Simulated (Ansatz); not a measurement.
# BClFHO: the cost of one run

Program: Ansatz 0.2.0. Level of theory: RKS B3LYP-D4/def2-SVP. These are calculated values, not measurements.

### 1 The structure to begin with

Bond lengths: B1–O2 1.410 Å, O2–H3 1.010 Å, B1–F4 1.320 Å, B1–Cl5 1.860 Å. Angles: B1–O2–H3 109.5°, O2–B1–F4 120.0°, O2–B1–Cl5 120.0°, F4–B1–Cl5 120.0°.

Coordinates:

```xyz
5

B     0.0000    0.0000    0.0000
O     0.0000    0.0000    1.4100
H    -0.9095   -0.2814    1.7471
F     1.1431    0.0000   -0.6600
Cl   -1.6108    0.0000   -0.9300
```

### 2 Preparing the start

File input.yaml:

```yaml
crystal:
  periodic: [false, false, false]
  atoms:
    - { symbol: B, position_ang: [0.0, 0.0, 0.0] }
    - { symbol: O, position_ang: [0.0, 0.0, 1.41] }
    - { symbol: H, position_ang: [-0.9095, -0.2814, 1.7471] }
    - { symbol: F, position_ang: [1.1431, 0.0, -0.66] }
    - { symbol: Cl, position_ang: [-1.6108, 0.0, -0.93] }
basis:
  gaussian: { orbitals: def2-SVP }
hamiltonian:
  xc: b3lyp
  dispersion: d4
relax:
  f_tol: 0.02
  max_steps: 40
```

The run is started by

```console
> ansatz run input.yaml --threads 1 --pin off --max-ram 2048MiB --backend cpu --events-out ev --progress --plain --runs-dir out
```

What time and memory should one allow on 1 thread of Arm Neoverse V1, shared host?

About 16 s, with a peak of 0.15 GiB.
